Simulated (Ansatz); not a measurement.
Which YAML input does this script hand to the engine? (Ansatz's Python interface)

`znpt3_fermi.py`
```python
"""Fermi surface readings for ZnPt3."""

import ansatz as az


def main() -> None:
    lattice = az.Lattice.of(
        (3.893, 0.0, 0.0),
        (0.0, 3.893, 0.0),
        (0.0, 0.0, 3.893),
    )
    sites = [
        ("Zn", (0.0, 0.0, 0.0)),
        ("Pt", (0.0, 0.5, 0.5)),
        ("Pt", (0.5, 0.0, 0.5)),
        ("Pt", (0.5, 0.5, 0.0)),
    ]
    cell = az.Crystal(lattice=lattice)
    for symbol, position in sites:
        cell = cell.atom(symbol, position)

    setup = (
        cell.calculation()
        .functional("r2scan")
        .pseudopotentials("paw")
        .kpoints(spacing=0.26)
        .occupations(az.OccupationsMethod.COLD, width=50 * az.meV)
        .eigenstates(nscf_kmesh=(8, 8, 8), level_slopes=True)
    )
    surface = setup.run(threads=1).fermi_surface().to_plain()
    for way, reading in surface.items():
        if reading:
            rho_lambda = [f"{v:.3e}" for v in reading["resistivity_times_mean_free_path_ohm_m2"]]
            print(f"{way:24s} area {reading['spin_summed_area_per_ang2']:8.3f} 1/A^2  rho*lambda (ohm m^2) {rho_lambda}")


if __name__ == "__main__":
    main()
```

```console
$ python znpt3_fermi.py
DeckWarning: basis.ecutwfc = 500 eV, auto-derived from the records' recommended cutoffs: set by Zn (their level for a meta-GGA)
by_tetrahedra            area   46.334 1/A^2  rho*lambda (ohm m^2) ['6.598e-16', '6.598e-16', '6.598e-16']
by_slopes                area   40.928 1/A^2  rho*lambda (ohm m^2) ['7.470e-16', '7.470e-16', '7.470e-16']
on_every_second_point    area   32.130 1/A^2  rho*lambda (ohm m^2) ['9.515e-16', '9.515e-16', '9.515e-16']
```
(Warnings from the package without file and line.)

`input.yaml`:
```yaml
crystal:
  lattice:
    - [3.893, 0.0, 0.0]
    - [0.0, 3.893, 0.0]
    - [0.0, 0.0, 3.893]
  atoms:
    - { symbol: Zn, position: [0.0, 0.0, 0.0] }
    - { symbol: Pt, position: [0.0, 0.5, 0.5] }
    - { symbol: Pt, position: [0.5, 0.0, 0.5] }
    - { symbol: Pt, position: [0.5, 0.5, 0.0] }
kpoints:
  mp_grid:
    kspacing: 0.26
hamiltonian:
  xc: r2scan
  pseudopotentials:
    kind: paw
scf:
  occupations:
    method: cold
    width: 0.05
output:
  eigenstates:
    nscf_kmesh:
      grid: [8, 8, 8]
    de_dk: true
```

Notes:
- The run is spin-unpolarised.
- For a metal this k-point mesh is coarse: on a finer one energies can move by several to tens of meV an atom and pressures by half a GPa or more, differences at one mesh by less.
- Spin-orbit coupling, which matters for elements this heavy, is left out.
- The starting cell is as deposited in a crystallographic database; the results hold for this polymorph, which needn't be the stable one.
- The three readings differ by the mesh error.
- Timing: 26 s on 1 thread of Arm Neoverse N1, with other jobs on the host, peak memory 0.48 GiB.
